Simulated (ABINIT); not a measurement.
# InPd: phonons with LDA

Crystal: InPd.

```
In Pd
1.0
     3.21524    0.00000    0.00000
     0.00000    3.21524    0.00000
     0.00000    0.00000    3.21524
In Pd
1 1
Direct
  0.00000 0.00000 0.00000
  0.50000 0.50000 0.50000
```

The cell comes from a database or a generator and needn't be the stable form of this composition.

The cell isn't the ideal one: cell relaxed at zero pressure by an earlier run.

```json
{
 "Program": "ABINIT 10.8.3 (patched build)",
 "Task": "phonons",
 "Functional": "LDA",
 "Potentials or basis": "PseudoDojo NC SR LDA v0.4.1 standard",
 "Cutoff": "1116 eV",
 "k mesh": "10 × 10 × 10",
 "Occupations": "fermi-dirac, width 0.136 eV",
 "Spin": "no spin polarisation",
 "Cutoff smearing ecutsm (Ha)": "0.5",
 "Stop of the response cycle (tolvrs)": "1e-08",
 "Acoustic sum rule (asr)": "1"
}
```

The pressure is 0.0 GPa and the band gap on the k mesh is none (metal or under the smearing width). The highest phonon frequency at Γ is 150 cm⁻¹.

Phonon frequencies in cm⁻¹ (negative: imaginary):
```tsv
q point	frequencies
(0.000, 0.000, 0.000)	0 0 0 150 150 150
```

Wall time 10 min on 1 thread of Arm Neoverse V1, on a shared host, peak memory 0.58 GiB.
